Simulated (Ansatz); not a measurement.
# GeBr₂Cl₂: one species, many methods

The task here is to estimate one member of a computed series from the others.

Method: functionals in def2-TZVPP, the program's frozen cores in correlated methods; program: Ansatz 0.2.0, Gaussian basis.

The runs, in order: LDA (SPW92), PBE-D4, revPBE-D4, BLYP-D4, r2SCAN-D4, B97M-V, PBE0-D4, B3LYP-D4, r2SCANh-D4, r2SCAN0-D4, HSE06-D4, BHLYP-D4, CAM-B3LYP-D4, LC-ωPBE, ωB97X-V, ωB97M-V, B2PLYP, PBE-QIDH; CCSD(T)/def2-SVP; CCSD(T)/def2-TZVPP; MP2/def2-QZVPP; extrapolation to the limit; RPA on PBE.

## The geometry

An earlier PBE0-D4 in a triple-zeta def2 set relaxation fixed the geometry.

SMILES `[Cl][Ge]([Cl])([Br])[Br]`, 5 atoms, charge 0, spin multiplicity 1.

Atoms are counted from 1 here; the program's logs count them from 0.

Bond lengths: Cl1–Ge2 2.122 Å, Ge2–Cl3 2.122 Å, Ge2–Br4 2.273 Å, Ge2–Br5 2.273 Å. Angles: Cl1–Ge2–Cl3 108.6°, Cl1–Ge2–Br4 109.5°, Cl1–Ge2–Br5 109.5°, Cl3–Ge2–Br4 109.5°, Cl3–Ge2–Br5 109.5°, Br4–Ge2–Br5 110.3°.

Set-up of the first run:

File in.yaml:

```yaml
crystal:
  periodic: [false, false, false]
  atoms:
    - {symbol: Cl, position_ang: [-0.626052, -0.239910, 2.028016]}
    - {symbol: Ge, position_ang: [0.010218, -0.014540, 0.016536]}
    - {symbol: Cl, position_ang: [1.691432, -1.267771, -0.306860]}
    - {symbol: Br, position_ang: [-1.672426, -0.627965, -1.383518]}
    - {symbol: Br, position_ang: [0.596828, 2.150187, -0.354164]}
basis:
  gaussian: {orbitals: def2-TZVPP}
hamiltonian: {xc: lda}
output: {orbitals: {seedname: orbitals}}
```

Run with:

```sh
$ ansatz run in.yaml --threads 4 --pin off --events-out ev --progress --plain --max-ram 11315MiB
```

Among the steps run: LDA; PBE-D4 (GGA); revPBE-D4 (GGA); BLYP-D4 (GGA); r2SCAN-D4 (meta-GGA); B97M-V (meta-GGA); PBE0-D4 (hybrid); B3LYP-D4 (hybrid); r2SCANh-D4 (hybrid); r2SCAN0-D4 (hybrid); HSE06-D4 (hybrid); BHLYP-D4 (hybrid); CAM-B3LYP-D4 (range-separated); LC-ωPBE (range-separated); ωB97X-V (range-separated); ωB97M-V (range-separated); B2PLYP (double hybrid); PBE-QIDH (double hybrid).

One table of the session follows, with a row left open; its other results are not shown here.

It belongs to the step «Frontier levels by functional». 

```
  functional  HOMO (eV)  LUMO (eV)  gap (eV)
 LDA (SPW92)      -7.80      -3.78      4.02
      PBE-D4      -7.64      -3.47      4.16
   revPBE-D4      -7.58      -3.37      4.22
     BLYP-D4      -7.45      -3.41      4.04
   r2SCAN-D4      -8.01      -3.31      4.70
      B97M-V      -8.08      -3.15      4.93
     PBE0-D4      -8.96      -2.58      6.38
    B3LYP-D4          ?          ?         ?
  r2SCANh-D4      -8.49      -2.99      5.50
  r2SCAN0-D4      -9.20      -2.49      6.71
    HSE06-D4      -8.57      -2.95      5.62
    BHLYP-D4     -10.10      -1.60      8.50
CAM-B3LYP-D4     -10.28      -1.59      8.68
     LC-ωPBE     -11.71      -0.38     11.33
     ωB97X-V     -11.33      -0.45     10.88
     ωB97M-V     -11.16      -0.58     10.58
```

Q: Estimate the row for B3LYP-D4 from the others.

Worked estimate for «HOMO (eV)». Against the share of exact exchange, BLYP-D4 (0, -7.45), BHLYP-D4 (0.5, -10.10) give a slope of -5.30 per unit share; at 0.2 the line stands at -8.51.

The run gave: HOMO (eV): -8.67; LUMO (eV): -2.88; gap (eV): 5.80. In «HOMO (eV)» the line misses by +0.16.
